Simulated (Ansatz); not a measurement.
**CH5BO2 (SMILES COBO) at B3LYP/6-31G(d) (spherical functions)**

Aim: the energy change on altering one bond length of CH5BO2 at B3LYP/6-31G* (spherical functions), from 2 runs. 

Program for the calculation: Ansatz 0.2.0.

70 further runs of the same task are left out: 70 set aside as unsound or not needed.

## (1) The structure to begin with

The species is CH5BO2 (9 atoms), meant as a singlet with charge 0. SMILES: `COBO`. Geometry: relaxed at PBE0-D4/def2-TZVP. This is one conformer, not always the lowest.

Bond lengths: C1–O2 1.410 Å, O2–B3 1.356 Å, B3–O4 1.356 Å, C1–H5 1.094 Å, C1–H6 1.092 Å, C1–H7 1.092 Å, B3–H8 1.199 Å, O4–H9 0.962 Å. Some angles: C1–O2–B3 121.7°, O2–B3–O4 119.6°, O2–C1–H5 111.5°, O2–C1–H6 109.2°, O2–C1–H7 109.3°, O2–B3–H8 121.8°, O4–B3–H8 118.6°, B3–O4–H9 112.1°, H5–C1–H6 109.1°, H5–C1–H7 109.0°.

## (2) A single-point energy at B3LYP/6-31G(d) (spherical functions)

molecule.yaml

```yaml
crystal:
  periodic: [false, false, false]
  atoms:
    - symbol: C
      position_ang: [0.281800, 0.801900, -1.057400]
    - symbol: O
      position_ang: [-0.113500, 0.454800, 0.251000]
    - symbol: B
      position_ang: [-0.134900, -0.834100, 0.671600]
    - symbol: O
      position_ang: [-0.524600, -1.118500, 1.938500]
    - symbol: H
      position_ang: [0.568100, -0.079800, -1.637600]
    - symbol: H
      position_ang: [1.131400, 1.486400, -1.006200]
    - symbol: H
      position_ang: [-0.544800, 1.307500, -1.561700]
    - symbol: H
      position_ang: [0.183900, -1.738400, -0.047600]
    - symbol: H
      position_ang: [-0.758900, -0.326300, 2.432200]
basis:
  gaussian:
    orbitals: 6-31G_st_-spherical.json
hamiltonian:
  xc: {name: B3LYP}
accuracy: high
output: {orbitals: {seedname: orbitals}}
```

The basis set 6-31G* is read from a file made from the Basis Set Exchange's data (not shown).

Run with:

```
$ ansatz run molecule.yaml --threads 1 --pin off --max-ram 3480MiB --events-out events.jsonl --progress --plain --runs-dir runs
```

Output:

```text
Warning: RAYON_NUM_THREADS=1 ignored (pool sized by the plan → 1); use --threads N
Functional definition: B3LYP
  name "B3LYP"
  parameter a0 = 0.2
  parameter ax = 0.72
  parameter ac = 0.81
  exchange = (1 - a0 - ax)*slater_x + ax*b88_x + a0*exact_x
  correlation = (1 - ac)*vwn_rpa_c + ac*lyp_c
1567 factors; integrals over basis functions are off by at most 3.6e-9 eV
mean field evaluation 1: about -5885.1828 eV, gradient 5.7e1 eV
mean field evaluation 2: about -5879.4196 eV, gradient 8.1e1 eV
mean field evaluation 4: about -5891.1507 eV, gradient 2.0e0 eV
mean field evaluation 8: about -5891.1538 eV, gradient 9.7e-2 eV
mean field evaluation 16: about -5891.1539 eV, gradient 2.7e-6 eV
mean field -5891.15385713 eV, -216.4959110822 hartree, gradient 4.4e-8 eV, S^2 0.000000; 0 other end points of the search recorded, 0 dependent functions left out
reference -5891.15389005 eV, -216.4959122917 hartree; 16, 16 occupied and 50, 50 virtual orbitals, 1567 factors
Total energy: -5891.15389005 eV, -216.4959122917 hartree
```

It took 3.9 s on 1 thread of Arm Neoverse V2, shared host; peak memory 0.19 GiB.

## (3) The distorted shape, same level

run.yaml

```yaml
crystal:
  periodic: [false, false, false]
  atoms:
    - {symbol: C, position_ang: [0.405793, 0.726058, -0.981753]}
    - {symbol: O, position_ang: [0.010493, 0.378958, 0.326647]}
    - {symbol: B, position_ang: [-0.010907, -0.909942, 0.747247]}
    - {symbol: O, position_ang: [-0.400607, -1.194342, 2.014147]}
    - {symbol: H, position_ang: [0.692093, -0.155642, -1.561953]}
    - {symbol: H, position_ang: [1.255393, 1.410558, -0.930553]}
    - {symbol: H, position_ang: [-0.544800, 1.307500, -1.561700]}
    - {symbol: H, position_ang: [0.307893, -1.814242, 0.028047]}
    - {symbol: H, position_ang: [-0.634907, -0.402142, 2.507847]}
basis:
  gaussian: {orbitals: 6-31G_st_-spherical.json}
hamiltonian: {xc: {name: B3LYP}}
accuracy: high
output: {orbitals: {seedname: orbitals}}
```

The basis set 6-31G* is read from a file made from the Basis Set Exchange's data (not shown).

Run with:

```
$ ansatz run run.yaml --threads 1 --pin off --max-ram 3480MiB --events-out events.jsonl --progress --plain --runs-dir runs
```

Output:

```text
Warning: RAYON_NUM_THREADS=1 ignored (pool sized by the plan → 1); use --threads N
Functional definition: B3LYP
  name "B3LYP"
  parameter a0 = 0.2
  parameter ax = 0.72
  parameter ac = 0.81
  exchange = (1 - a0 - ax)*slater_x + ax*b88_x + a0*exact_x
  correlation = (1 - ac)*vwn_rpa_c + ac*lyp_c
1564 factors; integrals over basis functions are off by at most 3.5e-9 eV
mean field evaluation 1: about -5884.9561 eV, gradient 5.7e1 eV
mean field evaluation 2: about -5878.7813 eV, gradient 8.2e1 eV
mean field evaluation 4: about -5890.8371 eV, gradient 2.2e0 eV
mean field evaluation 8: about -5890.8416 eV, gradient 1.1e-1 eV
mean field evaluation 16: about -5890.8416 eV, gradient 3.1e-6 eV
mean field -5890.84158504 eV, -216.4844352943 hartree, gradient 9.2e-8 eV, S^2 0.000000; 0 other end points of the search recorded, 0 dependent functions left out
reference -5890.84161861 eV, -216.4844365282 hartree; 16, 16 occupied and 50, 50 virtual orbitals, 1564 factors
Total energy: -5890.84161861 eV, -216.4844365282 hartree
```

It took 3.9 s on 1 thread of Arm Neoverse V2, shared host; peak memory 0.19 GiB.

## (4) What came out

At B3LYP/6-31G* (spherical functions):

```
                                                         quantity          value
                                        first shape: total energy  -216.49591 Eh
                                         first shape: HOMO energy       -8.02 eV
                                         first shape: LUMO energy        1.50 eV
                                       first shape: HOMO–LUMO gap        9.52 eV
                                    distorted shape: total energy  -216.48444 Eh
                                     distorted shape: HOMO energy       -7.99 eV
                                     distorted shape: LUMO energy        1.43 eV
                                   distorted shape: HOMO–LUMO gap        9.42 eV
energy change with the C1–H7 bond stretched from 1.092 to 1.256 Å       0.312 eV
```

**Reading.** With the C1–H7 bond stretched from 1.092 to 1.256 Å the energy rises by 0.31 eV (30.1 kJ/mol). The first shape isn't relaxed at this level, so the change isn't measured from a minimum.
